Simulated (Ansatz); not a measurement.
**C2H7AlClN: basis-set convergence**

How large a basis does C2H7AlClN need? Two functionals are run in growing sets.

The runs use Ansatz 0.2.0, Gaussian basis; one geometry, several basis sets.

Levels to be run: PBE0-D4/def2-SVP; ωB97M-V/def2-SVP; PBE0-D4/def2-QZVPP; ωB97M-V/def2-QZVPP; the functionals' def2-TZVPP values are taken from earlier runs.

### Step 1. The geometry

An earlier PBE0-D4 in a triple-zeta def2 set relaxation fixed the geometry.

SMILES `C[NH][Al]([CH3])[Cl]`, 12 atoms, charge 0, spin multiplicity 1.

Atoms are counted from 1 here; the program's logs count them from 0.

Bond lengths: C1–N2 1.447 Å, C1–H6 1.096 Å, C1–H7 1.093 Å, C1–H8 1.096 Å, N2–Al3 1.762 Å, N2–H9 1.009 Å, Al3–C4 1.937 Å, Al3–Cl5 2.108 Å, C4–H10 1.094 Å, C4–H11 1.093 Å, C4–H12 1.094 Å. Angles: N2–C1–H6 112.3°, N2–C1–H7 110.1°, N2–C1–H8 112.3°, H6–C1–H7 107.0°, H6–C1–H8 107.7°, H7–C1–H8 107.0°, C1–N2–Al3 128.9°, C1–N2–H9 112.2°, Al3–N2–H9 118.9°, N2–Al3–C4 124.3°, N2–Al3–Cl5 115.1°, C4–Al3–Cl5 120.6°, Al3–C4–H10 110.7°, Al3–C4–H11 112.5°, Al3–C4–H12 110.7°, H10–C4–H11 108.0°, H10–C4–H12 106.8°, H11–C4–H12 108.0°.

### Step 2. PBE0-D4 in def2-SVP

in.yaml reads:

```yaml
crystal:
  periodic: [false, false, false]
  atoms:
    - {symbol: C, position_ang: [-1.496809, 0.749895, 0.896260]}
    - {symbol: N, position_ang: [-0.182444, 1.176994, 0.468142]}
    - {symbol: Al, position_ang: [1.062592, 0.253305, -0.369084]}
    - {symbol: C, position_ang: [0.878936, -1.602885, -0.893025]}
    - {symbol: Cl, position_ang: [2.834519, 1.316362, -0.787220]}
    - {symbol: H, position_ang: [-2.298113, 1.331044, 0.424786]}
    - {symbol: H, position_ang: [-1.658448, -0.296389, 0.625565]}
    - {symbol: H, position_ang: [-1.626057, 0.824184, 1.982481]}
    - {symbol: H, position_ang: [0.000341, 2.141362, 0.702950]}
    - {symbol: H, position_ang: [1.000436, -1.712890, -1.974500]}
    - {symbol: H, position_ang: [-0.092421, -2.020923, -0.618563]}
    - {symbol: H, position_ang: [1.654467, -2.215257, -0.423892]}
basis:
  gaussian: {orbitals: def2-SVP}
hamiltonian: {xc: pbe0, dispersion: d4}
output: {orbitals: {seedname: orbitals}}
```

Further steps of the session: ωB97M-V in def2-SVP; PBE0-D4 in def2-QZVPP; ωB97M-V in def2-QZVPP.

Q: Predict the results of all the runs planned. Wanted: PBE0-D4: double and triple zeta above quadruple; ωB97M-V: double and triple zeta above quadruple.

As calculated:

```
                                       quantity           value
PBE0-D4: double and triple zeta above quadruple  11.62, 0.80 eV
ωB97M-V: double and triple zeta above quadruple  11.75, 0.77 eV
```

**Reading.** PBE0-D4 gains 10.82 eV from double to triple zeta, then 0.80 eV more. Total energies overstate the basis error of differences, where much of it tends to cancel. The LUMO of ωB97M-V is positive and keeps falling with the basis (1.91 to 0.98 eV): an unbound level that the basis holds in place.
